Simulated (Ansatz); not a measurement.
**Os: stress in a strained cell**

Aim: deform Os (equal xx and yy strain of -1 %) and compute stress, forces and field gradients with LAPW, PAW and all-electron datasets made for the crystal.

Program: Ansatz 0.2.0. Level of theory: DFT PBEsol, scalar-relativistic. These are calculated values, not measurements.

### 1 Starting point

Symmetry: Fm-3m, No. 225, cubic system. The conventional cell has a = 3.890 Å, b = 3.890 Å, c = 3.890 Å, α = 90.00°, β = 90.00°, γ = 90.00°. Around Os (site symmetry m-3m) lie 12 Os at 2.75 Å.

Structure file:

```xyz
1
Lattice="0.0000 1.9450 1.9450 1.9450 0.0000 1.9450 1.9450 1.9450 0.0000" Properties=species:S:1:pos:R:3 pbc="T T T"
Os    0.0000    0.0000    0.0000
```

### 2 After the deformation

Space group Fm-3m before, I4/mmm after.

### 3 Full-potential LAPW

input.yaml reads:

```yaml
crystal:
  lattice:
    - [0.0, 1.92555, 1.945]
    - [1.92555, 0.0, 1.945]
    - [1.92555, 1.92555, 0.0]
  atoms:
    - { symbol: Os, position: [0.0, 0.0, 0.0] }
kpoints:
  mp_grid: { grid: [14, 14, 14] }
  band_path:
    path:
      - [0.0, 0.0, 0.0]
      - [0.0, 0.5, 0.5]
      - [0.25, 0.75, 0.5]
      - [0.0, 0.5, 0.0]
      - [0.0, 0.0, 0.0]
      - [0.5, 0.5, 0.0]
      - [0.3725125, 0.6274875, 0.0]
      - [-0.3725125, 0.3725125, 0.0]
      - [0.0, 0.0, 0.0]
    npoints: 5
scf:
  occupations: { method: fermi_dirac, width: 0.05 }
hamiltonian:
  xc: pbesol
  pseudopotentials: { kind: all_electron, lapw: { basis_error: 0.0005 } }
output:
  forces: true
  stress: true
  eigenvalues: true
```

Command:

```
$ ansatz run input.yaml --threads 1 --pin off --max-ram 3072MiB --backend cpu --events-out ev --progress --plain --runs-dir out
```

### 4 Frozen-core PAW

input.yaml reads:

```yaml
crystal:
  lattice:
    - [0.0, 1.92555, 1.945]
    - [1.92555, 0.0, 1.945]
    - [1.92555, 1.92555, 0.0]
  atoms:
    - { symbol: Os, position: [0.0, 0.0, 0.0] }
kpoints:
  mp_grid: { grid: [14, 14, 14] }
scf:
  occupations: { method: fermi_dirac, width: 0.05 }
hamiltonian:
  xc: pbesol
  pseudopotentials: { kind: paw }
output:
  forces: true
  stress: true
  eigenvalues: true
  efg: { contact_densities: true }
```

### 5 Datasets made for this crystal

input.yaml: that of step 4 with these lines changed.

```diff
@@ -13,3 +13,3 @@
   xc: pbesol
-  pseudopotentials: { kind: paw }
+  pseudopotentials: { kind: all_electron, datasets: crystal }
 output:
```

(Steps that only read results are left out.)

Before running it: what results should come out? Wanted: pressure; largest shear or deviatoric stress.

**Answer**, as computed:

```
                                 quantity                                                 value
                                 pressure  LAPW -13.00, PAW -13.02, crystal datasets -13.00 GPa
largest shear or deviatoric stress (LAPW)                                              1.84 GPa
```

The largest part of the stress beyond the pressure is 1.84 GPa in size, in the zz component. No run of the undeformed cell stands beside it, so the pressure holds what the given cell had before the change. PAW: stress within 0.02 GPa of LAPW. Crystal datasets: stress within 0.01 GPa of LAPW. Spin-orbit coupling is left out, though the cell holds Os; in elements this heavy it can shift bands and gaps by tenths of an eV.
